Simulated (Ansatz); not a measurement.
# CH5FOSi, SMILES OC[SiH2]F: a rigid torsion scan

Computed with the Python package of Ansatz (0.2.0).

Run as a notebook:

```python
import ansatz as az
from ase import Atoms
```

```python
BASIS = "cc-pVDZ"
XC = "r2scan"
VDW = "d4"
FORCE_TOL = 0.02
```

```python
atoms = Atoms(["O", "C", "Si", "F", "H", "H", "H", "H", "H"], positions=[
    (-0.0445, 1.4262, -1.0567),
    (-0.37, 0.7439, 0.1414),
    (0.3932, -0.938, 0.3623),
    (0.0833, -1.8288, -0.892),
    (-0.3637, 0.8979, -1.8321),
    (-1.4544, 0.6566, 0.2074),
    (-0.0331, 1.397, 0.9736),
    (-0.0343, -1.5732, 1.6092),
    (1.9121, -0.8279, 0.4698),
])
```

```python
# start the scan from a relaxed geometry
first = (
    az.Crystal.molecule_from_ase(atoms).calculation()
    .basis(gaussian=BASIS)
    .functional(XC, dispersion=VDW)
    .relax(force_tolerance=FORCE_TOL, max_steps=80)
)
atoms.positions = first.run(threads=1, backend="cpu").report["positions_ang"]
```

```python
start = atoms.get_dihedral(0, 1, 2, 3)
energies = {}
for turn in range(0, 360, 30):
    turned = atoms.copy()
    turned.set_dihedral(0, 1, 2, 3, start + turn, indices=[2, 3, 7, 8])
    setup = (
        az.Crystal.molecule_from_ase(turned).calculation()
        .basis(gaussian=BASIS)
        .functional(XC, dispersion=VDW)
    )
    energies[round((start + turn) % 360)] = setup.run(threads=1, backend="cpu").report["free_energy_ev"]
floor = min(energies.values())
print("dihedral O0-C1-Si2-F3 (deg)   E - E(min) (kJ/mol)")
for angle, e in sorted(energies.items()):
    print(f"{angle:8d} {96.485332 * (e - floor):14.3f}  " + "#" * int(30 * (e - floor) / max(max(energies.values()) - floor, 1e-9)))
```

    dihedral O0-C1-Si2-F3 (deg)   E - E(min) (kJ/mol)
          13         20.874  #######################
          43         17.480  ####################
          73         15.355  #################
         103         23.227  ##########################
         133         26.195  ##############################
         163         18.089  ####################
         193         12.579  ##############
         223         17.490  ####################
         253         19.231  ######################
         283          8.742  ##########
         313          0.000
         343          9.859  ###########

The scan is rigid and the energies are electronic, in a modest basis. With rigid groups the curve can differ much from the relaxed path, the start wasn't checked as a minimum of this torsion, and equivalent turns needn't return to the same energy. Run time: 99 s on 1 thread of Arm Neoverse V1, on a shared host, peak memory 0.23 GiB.
